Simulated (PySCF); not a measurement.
CSiFH5, in a box:

```
C Si F H
1.0
    13.00000    0.00000    0.00000
     0.00000   13.00000    0.00000
     0.00000    0.00000   13.00000
C Si F H
1 1 1 5
Direct
  0.44552 0.56706 0.45578
  0.52012 0.46380 0.51980
  0.63535 0.46322 0.47565
  0.44236 0.55492 0.37270
  0.36665 0.56805 0.48505
  0.47968 0.64244 0.47029
  0.52706 0.48082 0.63253
  0.47534 0.36079 0.49909
```

Base run:

| Quantity | Value |
| --- | --- |
| Program | PySCF 2.14.0 |
| Functional | r2SCAN50 |
| Potentials or basis | pob-tzvp-rev2 (all-electron) |
| k mesh | 1 × 1 × 1 |
| Occupations | fixed |
| Spin | no spin polarisation |

Its results: gap between the frontier levels 13.33 eV.

Task: The run is repeated on the same cell with these changes: functional from r2SCAN50 to PBE. What comes out?

Result: Gap between the frontier levels 8.22 eV.

r2SCAN50 gives the wider gap, since exact exchange removes part of the self-interaction.

Caveats: this is a molecule in a periodic box at the Γ point, so its band gap is the HOMO-LUMO gap; the basis of atomic orbitals isn't converged, which shifts pressures, moduli and gaps.

